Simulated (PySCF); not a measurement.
# C8H7F (4-fluorostyrene): the cost of one run

Programs: PySCF 2.14.0, with routines of our own; each step states its level. All values are computed. Atoms count from 0.

### Step 1. The system as given

16 atoms, charge 0, multiplicity 1; geometry from: GFN2-xTB.

### Step 2. Geometry optimisation at PBE0-D3(BJ)/def2-SVP

What the job is given:

```
{"job": {"xc": "PBE0", "basis": "def2-SVP", "d3": "d3bj", "grid": 2, "kind": "geom"}, "charge": 0, "multiplicity": 1}
C      2.285479    -1.628535     0.567835
C      1.827059    -0.589756    -0.120404
C      0.468496    -0.059442    -0.104070
C      0.168980     1.046684    -0.903233
C     -1.099666     1.591869    -0.929891
C     -2.083573     1.020315    -0.144233
F     -3.327628     1.544357    -0.162071
C     -1.825676    -0.075470     0.660020
C     -0.552206    -0.607996     0.675140
H      3.311441    -1.943430     0.484919
H      1.670744    -2.206296     1.236284
H      2.506533    -0.056295    -0.774208
H      0.945136     1.485478    -1.513737
H     -1.333212     2.445794    -1.546203
H     -2.617049    -0.496477     1.260010
H     -0.352459    -1.461857     1.302430
```

The run is started by

```console
OMP_NUM_THREADS=1 python excited_run.py task.json out
```

This one command runs all jobs of the session in turn.

**Question.** How long does this first job take on 1 thread of Intel Xeon Platinum 8559C, shared host, and how much memory does it need?

About 51 s, with a peak of 0.76 GiB.
